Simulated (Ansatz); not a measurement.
# Al13As13 zinc blende bond sphere (Al₁₃As₁₃H₃₀): structure and electronic state

Aim: characterise Al13As13 zinc blende bond sphere (Al₁₃As₁₃H₃₀) as a singlet: its structure, frontier levels and distribution of charge.

Method: RKS PBE0-D4/def2-TZVP; program: Ansatz 0.2.0, Gaussian basis.

Levels to be run: relaxation at r2SCAN-D4/def2-SVP; a single point at PBE0-D4/def2-TZVP.

1 further run of the same task is left out (set aside as unsound or not needed).

## Step 1: Where the work starts

56 atoms, charge 0, spin multiplicity 1.

Atoms are counted from 1 here; the program's logs count them from 0.

Bond lengths: Al1–As14 2.502 Å, Al1–As15 2.501 Å, Al1–As17 2.495 Å, Al1–H27 1.574 Å, Al2–As14 2.447 Å, Al2–As16 2.519 Å, Al2–As18 2.513 Å, Al2–H28 1.558 Å, Al3–As14 2.498 Å, Al3–As19 2.499 Å, Al3–H29 1.560 Å, Al3–H30 1.573 Å, Al4–As17 2.495 Å, Al4–As19 2.503 Å, Al4–As20 2.501 Å, Al4–H31 1.574 Å, Al5–As18 2.514 Å, Al5–As19 2.447 Å and more. Angles: As14–Al1–As15 119.3°, As14–Al1–As17 106.5°, As14–Al1–H27 104.0°, As15–Al1–As17 106.6°, As15–Al1–H27 104.2°, As17–Al1–H27 116.9°, As14–Al2–As16 107.5°, As14–Al2–As18 95.6°, As14–Al2–H28 124.1°, As16–Al2–As18 104.4°, As16–Al2–H28 107.5°, As18–Al2–H28 115.7°, As14–Al3–As19 93.4°, As14–Al3–H29 113.0°, As14–Al3–H30 108.8°, As19–Al3–H29 112.9°, As19–Al3–H30 108.7°, H29–Al3–H30 117.4° and more.

The start is a GFN2-xTB geometry.

## Step 2: Relaxation at r2SCAN-D4/def2-SVP

in.yaml

```yaml
crystal:
  periodic: [false, false, false]
  atoms:
    - {symbol: Al, position_ang: [-2.160320, -2.169860, -0.836600]}
    - {symbol: Al, position_ang: [-2.316360, 0.839540, -3.728600]}
    - {symbol: Al, position_ang: [-5.246440, 0.905970, -0.906120]}
    - {symbol: Al, position_ang: [-2.158510, 0.834200, 2.167960]}
    - {symbol: Al, position_ang: [-2.314810, 3.730660, -0.832830]}
    - {symbol: Al, position_ang: [0.833210, -2.305820, -3.740180]}
    - {symbol: Al, position_ang: [0.888220, -5.253470, -0.889540]}
    - {symbol: Al, position_ang: [0.843610, -2.168400, 2.165030]}
    - {symbol: Al, position_ang: [3.733040, -2.307060, -0.843860]}
    - {symbol: Al, position_ang: [0.570350, 0.570450, -0.572750]}
    - {symbol: Al, position_ang: [0.839410, 3.732280, 2.307800]}
    - {symbol: Al, position_ang: [3.735070, 0.838950, 2.307890]}
    - {symbol: Al, position_ang: [0.904410, 0.898580, 5.249230]}
    - {symbol: As, position_ang: [-3.539320, -0.491190, -2.078680]}
    - {symbol: As, position_ang: [-0.482080, -3.539850, -2.086180]}
    - {symbol: As, position_ang: [-0.715520, -0.704080, -4.912290]}
    - {symbol: As, position_ang: [-0.892640, -0.900530, 0.897890]}
    - {symbol: As, position_ang: [-0.891540, 2.056540, -2.054530]}
    - {symbol: As, position_ang: [-3.540050, 2.078530, 0.492970]}
    - {symbol: As, position_ang: [-0.483680, 2.083650, 3.541690]}
    - {symbol: As, position_ang: [-0.711460, 4.908800, 0.709330]}
    - {symbol: As, position_ang: [2.054950, -0.885860, -2.063450]}
    - {symbol: As, position_ang: [2.086300, -3.540800, 0.481860]}
    - {symbol: As, position_ang: [2.087290, -0.489240, 3.539530]}
    - {symbol: As, position_ang: [4.911290, -0.710150, 0.708820]}
    - {symbol: As, position_ang: [2.060560, 2.056990, 0.884960]}
    - {symbol: H, position_ang: [-3.211400, -3.222230, -0.322790]}
    - {symbol: H, position_ang: [-2.996270, 1.728850, -4.811650]}
    - {symbol: H, position_ang: [-6.248020, 0.060790, -0.059980]}
    - {symbol: H, position_ang: [-5.850970, 1.933190, -1.932260]}
    - {symbol: H, position_ang: [-3.211060, 0.322650, 3.220280]}
    - {symbol: H, position_ang: [-2.991110, 4.812850, -1.724680]}
    - {symbol: H, position_ang: [1.725170, -2.979560, -4.824770]}
    - {symbol: H, position_ang: [0.022410, -6.219360, -0.024160]}
    - {symbol: H, position_ang: [1.902210, -5.899340, -1.903050]}
    - {symbol: H, position_ang: [0.325350, -3.224840, 3.211140]}
    - {symbol: H, position_ang: [4.819760, -2.983970, -1.730150]}
    - {symbol: H, position_ang: [1.730400, 4.816260, 2.983900]}
    - {symbol: H, position_ang: [4.816000, 1.728310, 2.991260]}
    - {symbol: H, position_ang: [0.051440, 0.049210, 6.242300]}
    - {symbol: H, position_ang: [1.930560, 1.918910, 5.864540]}
    - {symbol: H, position_ang: [-4.256610, -1.492530, -2.980210]}
    - {symbol: H, position_ang: [-1.491780, -4.251380, -2.982910]}
    - {symbol: H, position_ang: [-1.777630, -1.772340, -5.069720]}
    - {symbol: H, position_ang: [-0.591880, -0.584860, -6.409560]}
    - {symbol: H, position_ang: [0.282090, 2.771200, -2.771690]}
    - {symbol: H, position_ang: [-4.256190, 2.979800, 1.495150]}
    - {symbol: H, position_ang: [-1.487160, 2.982730, 4.258820]}
    - {symbol: H, position_ang: [-1.772580, 5.086160, 1.775800]}
    - {symbol: H, position_ang: [-0.572680, 6.403660, 0.573670]}
    - {symbol: H, position_ang: [2.769290, 0.292530, -2.771910]}
    - {symbol: H, position_ang: [2.984690, -4.253380, 1.488450]}
    - {symbol: H, position_ang: [2.985160, -1.495560, 4.255520]}
    - {symbol: H, position_ang: [5.092640, -1.774460, 1.770900]}
    - {symbol: H, position_ang: [6.405570, -0.571790, 0.568350]}
    - {symbol: H, position_ang: [2.777580, 2.769640, -0.289920]}
basis:
  gaussian: {orbitals: def2-SVP, fitting: {mean_field: def2-universal-jkfit}}
hamiltonian: {xc: r2scan, dispersion: d4}
scf: {lower_state_search: "off"}
output: {orbitals: {seedname: orbitals}}
relax: {f_tol: 0.03, max_steps: 70}
```

Command:

```bash
$ ansatz run in.yaml --threads 11 --pin off --events-out ev --progress --plain --max-ram 174080MiB --backend cuda --devices 0, --max-vram 75GiB
```

The runs that follow: Single point, PBE0-D4/def2-TZVP.

Q: Predict the results of all the runs planned. Wanted: point group; commonest bond, hydrogen aside; HOMO, LUMO at PBE0-D4/def2-TZVP; dipole at r2SCAN-D4/def2-SVP.

**Answer**, as computed:

| quantity | value |
| --- | --- |
| point group | C3v |
| commonest bond, hydrogen aside | Al–As, 37 of mean length 2.489 Å |
| HOMO, LUMO at PBE0-D4/def2-TZVP | -7.11, -1.77 eV |
| dipole at r2SCAN-D4/def2-SVP | 10.17 D |

The molecule keeps its bonding pattern by the stored test; the atoms moved 0.37 Å (rms), and the angle Al6–As16–H44 went from 92° to 108°. No usable vibrations, so a minimum isn't proven. Whether this spin is the lowest isn't tested here.
